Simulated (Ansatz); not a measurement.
# GaPHO (quartet): wave-function methods side by side, cc-pVDZ

The task here is to estimate one member of a computed series from the others.

Method: cc-pVDZ, core rule «outside noble gas», up to 20 orbitals frozen; program: Ansatz 0.2.0, Gaussian basis.

Plan: UHF; CCSD(T) on ROHF; CCSD(T) on UHF; BCCD(T) on ROHF; CISD as a restricted active space (open shells left free, so some higher excitations enter); CCSDT(Q) on ROHF; CCSDT(Q) on UHF.

32 further runs of the same task are left out: 3 for a known fault of the program, 14 that didn't finish, 15 set aside as unsound or not needed. Runs told in other sessions of the task aren't counted.

### The system

The geometry is a PBE0/def2-TZVP stationary point (not a proven minimum) of the parent state, kept for this charge and spin. No spin-orbit coupling is included. The filled d shell of Ga may be among the frozen orbitals whatever the setting's name suggests.

4 atoms, charge 0, spin multiplicity 4.

Atoms are counted from 1 here; the program's logs count them from 0.

Bond lengths: Ga1–P2 2.199 Å, Ga1–O3 1.965 Å, Ga1–H4 1.546 Å, P2–O3 1.629 Å. Angles: P2–Ga1–O3 45.6°, P2–Ga1–H4 160.4°, O3–Ga1–H4 114.7°, Ga1–P2–O3 59.6°, Ga1–O3–P2 74.8°.

The first run:

in.yaml reads:

```yaml
crystal:
  periodic: [false, false, false]
  atoms:
    - {symbol: Ga, position_ang: [0.000000, 0.098964, 0.771595]}
    - {symbol: P, position_ang: [0.000000, 0.376024, -1.409922]}
    - {symbol: O, position_ang: [0.000000, -1.121443, -0.768476]}
    - {symbol: H, position_ang: [0.000000, -0.599735, 2.150715]}
basis:
  gaussian: {orbitals: cc-pVDZ}
magnetization: {spin_polarized: true, initial_magnetization: 3}
hamiltonian: {xc: hf}
output: {orbitals: {seedname: orbitals}}
```

The run is started by

```bash
$ ansatz run in.yaml --threads 1 --pin off --events-out ev --progress --plain --max-ram 2393MiB
```

Steps of the session up to this table: UHF; CCSD(T) on ROHF; CCSD(T) on UHF; BCCD(T) on ROHF; CISD as a restricted active space (open shells left free, so some higher excitations enter); CCSDT(Q) on ROHF; CCSDT(Q) on UHF.

One table of the session follows, with a row left open; its other results are not shown here.

It belongs to the step «Misses and costs». 

```
   method  from UCCSDT(Q) (meV)
     ROHF              +10274.2
      UHF               +9956.3
     RMP2                +948.0
     UMP2               +1086.3
    RCCSD                +444.6
    UCCSD                +425.9
 RCCSD(T)                 +76.5
 UCCSD(T)                 +78.6
  BCCD(T)                 +73.1
   RCCSDT                 +49.7
   UCCSDT                     ?
RCCSDT(Q)                 +11.1
UCCSDT(Q)                     0
```

Q: Estimate the row for UCCSDT from the others.

The run gave: from UCCSDT(Q) (meV): +44.6. In the column «from UCCSDT(Q) (meV)» it lies between RCCSDT(Q) (+11.1) and RCCSDT (+49.7).

Not comparable, so not listed: CISD as a restricted active space (open shells left free, so some higher excitations enter) (they don't share determinant, frozen orbitals or solution with the rows shown, or repeat one).

To keep in mind: Restricted and unrestricted rows rest on different reference determinants; a gap between their highest levels can come from leftover correlation error, from unlike frozen cores or from another state.
